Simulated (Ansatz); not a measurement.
# GdSF: the cost of one run

Method: DFT LDA+U (U_eff = 2 eV on Gd f), plane waves, PAW, no spin–orbit coupling unless a run says so, in Ansatz 0.2.0.

### 1 Starting point

It takes space group P4/nmm (No. 129, tetragonal). Conventional cell: a = 3.830 Å, b = 3.830 Å, c = 6.853 Å, α = 90.00°, β = 90.00°, γ = 90.00°. Gd (site symmetry 4mm) is surrounded by 4 F at 2.48 Å and 5 S at 2.84 to 2.85 Å. S (site symmetry 4mm) has 5 Gd at 2.84 to 2.85 Å as nearest neighbours. Around F (site symmetry -4m2) lie 4 Gd at 2.48 Å.

As a file:

```
Gd S F
1.0
     3.82970    0.00000    0.00000
     0.00000    3.82970    0.00000
     0.00000    0.00000    6.85290
Gd S F
2 2 2
Direct
  0.50000 0.00000 0.22950
  0.00000 0.50000 0.77050
  0.50000 0.00000 0.64500
  0.00000 0.50000 0.35500
  0.00000 0.00000 0.00000
  0.50000 0.50000 0.00000
```

Magnetic order typed: opposed in the cell.

An earlier series on this cell reached its lowest free state from «natural orbitals of the symmetric run, filled by rank», perhaps among other starts.

### 2 From atoms, default search

File input.yaml:

```yaml
crystal:
  lattice:
    - [3.82970054, 0.0, 0.0]
    - [0.0, 3.82970054, 0.0]
    - [0.0, 0.0, 6.85290097]
  atoms:
    - { symbol: Gd, position: [0.5, 0.0, 0.2295], spin: 7.0 }
    - { symbol: Gd, position: [0.0, 0.5, 0.7705], spin: -7.0 }
    - { symbol: S, position: [0.5, 0.0, 0.645] }
    - { symbol: S, position: [0.0, 0.5, 0.355] }
    - { symbol: F, position: [0.0, 0.0, 0.0] }
    - { symbol: F, position: [0.5, 0.5, 0.0] }
basis:
  ecutwfc: 420
  ecutrho_ratio: 4
kpoints:
  mp_grid: { grid: [5, 5, 3] }
hamiltonian:
  xc: lda
  hubbard:
    sites: [{ site: 0, l: f, u_eff: 2.0 }, { site: 1, l: f, u_eff: 2.0 }]
scf:
  occupations: { method: gaussian, width: 0.05 }
output:
  forces: true
  stress: true
  eigenvalues: true
  populations: true
  hubbard: { sites: [{ site: 0, l: f }, { site: 1, l: f }] }
  write_density: true
  write_potential: true
  elf: true
  volumetric_format: npy
magnetization:
  spin_polarized: true
```

Launch:

```console
> ansatz run input.yaml --threads 4 --pin off --max-ram 6144MiB --backend cpu --events-out ev --progress --plain --runs-dir out
```

Q: Estimate wall time and peak memory on 4 threads of Arm Neoverse V1, shared host.

About 7.9 s, with a peak of 0.48 GiB.
